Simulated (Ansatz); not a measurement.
# CuOsS2: the cost of one run

Computed with Ansatz 0.2.0 (DFT PBE+U (U_eff = 7 eV on Os d), plane waves, PAW, no spin–orbit coupling unless a run says so, unless a step's input says otherwise).

2 further runs of the same task are left out: 2 that didn't finish. Runs told in other sessions of the task aren't counted.

### 1 The system as given

It takes space group R-3m (No. 166, trigonal). The conventional cell has a = 3.576 Å, b = 3.576 Å, c = 19.475 Å, α = 90.00°, β = 90.00°, γ = 120.00°. Around Cu (site symmetry -3m) lie 6 S at 2.84 Å. Os (site symmetry -3m) has 6 S at 2.44 Å in its first shell of neighbours. S (site symmetry 3m) is surrounded by 3 Os at 2.44 Å and 3 Cu at 2.84 Å.

As a file:

```
Cu Os S
1.0
     1.78817   -1.03240   12.98350
    -1.78817   -1.03240   12.98350
     0.00000   -4.12961   12.98350
Cu Os S
2 2 4
Direct
  0.50000 0.50000 0.75000
  0.50000 0.50000 0.25000
  0.00000 0.00000 0.00000
  0.00000 0.00000 0.50000
  0.26670 0.26670 0.86665
  0.73330 0.73330 0.63335
  0.26670 0.26670 0.36665
  0.73330 0.73330 0.13335
```

Magnetic order typed: antiferromagnetic, doubled cell 1/2 1/2 1/2.

### 2 From atoms, symmetry kept, no search

Contents of input.yaml:

```yaml
crystal:
  lattice:
    - [1.78817243, -1.03240183, 12.98349658]
    - [-1.78817243, -1.03240183, 12.98349658]
    - [0.0, -4.12960734, 12.98349658]
  atoms:
    - { symbol: Cu, position: [0.5, 0.5, 0.75] }
    - { symbol: Os, position: [0.0, 0.0, 0.0], spin: 5.0 }
    - { symbol: S, position: [0.2667, 0.2667, 0.86665] }
    - { symbol: S, position: [0.7333, 0.7333, 0.63335] }
    - { symbol: Cu, position: [0.5, 0.5, 0.25] }
    - { symbol: Os, position: [0.0, 0.0, 0.5], spin: -5.0 }
    - { symbol: S, position: [0.2667, 0.2667, 0.36665] }
    - { symbol: S, position: [0.7333, 0.7333, 0.13335] }
basis:
  ecutwfc: 420
  ecutrho_ratio: 4
kpoints:
  mp_grid: { grid: [6, 6, 6] }
hamiltonian:
  xc: pbe
  hubbard:
    sites: [{ site: 1, l: d, u_eff: 7.0 }, { site: 5, l: d, u_eff: 7.0 }]
scf:
  occupations: { method: gaussian, width: 0.05 }
  lower_state_search: "off"
  max_iter: 150
output:
  forces: true
  stress: true
  eigenvalues: true
  populations: true
  hubbard: { sites: [{ site: 1, l: d }, { site: 5, l: d }] }
magnetization:
  spin_polarized: true
```

Run with:

```bash
$ ansatz run input.yaml --threads 4 --pin off --max-ram 6144MiB --backend cpu --events-out ev --progress --plain --runs-dir out
```

What time and memory should one allow on 4 threads of Arm Neoverse V2, shared host?

About 14 s, with a peak of 0.89 GiB.
